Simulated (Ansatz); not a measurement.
# CdCl2, SMILES [Cl][Cd][Cl]: harmonic frequencies at the relaxed geometry

Computed with Ansatz's Python interface.

Contents of `cdcl2.xyz`:
```text
3

Cl    1.78220    1.02050    1.07760
Cd   -0.48370    0.58560   -0.19820
Cl   -1.30940   -1.67090   -0.89260
```

Run as a notebook:

**Cell 1**
```python
import ansatz as az
from ase import Atoms
from ase.thermochemistry import IdealGasThermo
import numpy as np
```

**Cell 2**
```python
system = az.Crystal.molecule_from_extxyz("cdcl2.xyz")
```

**Cell 3**
```python
calculation = (
    system.calculation()
    .basis(gaussian="def2-SVP")
    .functional("r2scan", dispersion="d4")
    .scf(lower_state_search="standard")
)
symbols = [site.symbol for site in system.cartesian_sites]
start = np.array([site.position_ang for site in system.cartesian_sites], dtype=float)
summary = calculation.relax(force_tolerance=0.003).run(threads=1, pin="off").report
end = np.array(summary["positions_ang"])

print("final positions (A) and the move of each atom")
for symbol, xyz, old in zip(symbols, end, start):
    print(f"{symbol:2s} {xyz[0]:10.5f} {xyz[1]:10.5f} {xyz[2]:10.5f}   {np.linalg.norm(xyz - old):7.4f}")

# frequencies need a stationary point, so they are taken at the relaxed geometry
minimum = az.Crystal.molecule()
for symbol, xyz in zip(symbols, end):
    minimum = minimum.atom(symbol, xyz.tolist())
vibrating = (
    minimum.calculation()
    .basis(gaussian="def2-SVP")
    .functional("r2scan", dispersion="d4")
    .scf(lower_state_search="standard")
    .phonons(temperatures=(100, 500, 100))
)
vib = vibrating.run(threads=1, pin="off").report["vibrations"]
sums = vib["harmonic_sums"]
modes = [m["omega_inv_cm"] for m in sums["modes_at_gamma"] if m["rigid_motion"] == "no"]
for number, w in enumerate(modes, start=1):
    print(f"mode {number:2d} {w:9.1f} 1/cm {w / 8065.544 * 1000:8.2f} meV")
print("imaginary modes:", sum(w < 0 for w in modes), " zero-point energy:", round(sums["zero_point_energy_ev"], 4), "eV")
# rigid rotor and ideal gas, symmetry number taken as one
gas = IdealGasThermo(vib_energies=[w / 8065.544 for w in modes if w > 0], geometry="linear" if len(modes) == 3 * len(symbols) - 5 else "nonlinear",
                     atoms=Atoms(symbols, positions=end), symmetrynumber=1, spin=0.0)
print(f"H(298 K) - E = {gas.get_enthalpy(298.15, verbose=False):.4f} eV")
print(f"S(298 K, 1 bar) = {96485.33 * gas.get_entropy(298.15, 1e5, verbose=False):.1f} J/(mol K) with symmetry number 1")
```
Output:
```text
final positions (A) and the move of each atom
Cl    1.53590    1.33652    0.97866    0.4127
Cd   -0.00363   -0.02159   -0.00440    0.7979
Cl   -1.54317   -1.37973   -0.98746    0.3853
mode  1      86.1 1/cm    10.67 meV
mode  2      86.1 1/cm    10.67 meV
mode  3     334.8 1/cm    41.51 meV
mode  4     433.3 1/cm    53.72 meV
imaginary modes: 0  zero-point energy: 0.0583 eV
H(298 K) - E = 0.2075 eV
S(298 K, 1 bar) = 292.2 J/(mol K) with symmetry number 1
```

Caveats:
- The settings weren't tested for convergence.
- The frequencies are harmonic and unscaled, in a modest basis. The result belongs to the one conformer reached from this start, and soft torsions count as harmonic oscillators.
- def2 sets replace the cores of elements past krypton by effective core potentials.
- The entropy takes a symmetry number of 1; a symmetric molecule's is lower by R ln(sigma).
- Wall time of the script: 40 s on 1 thread of Intel(R) Xeon(R) 6975P-C (Granite Rapids) (shared host), peak memory 0.25 GiB.

(Lines on the test bed's own set-up are left out of the output.)
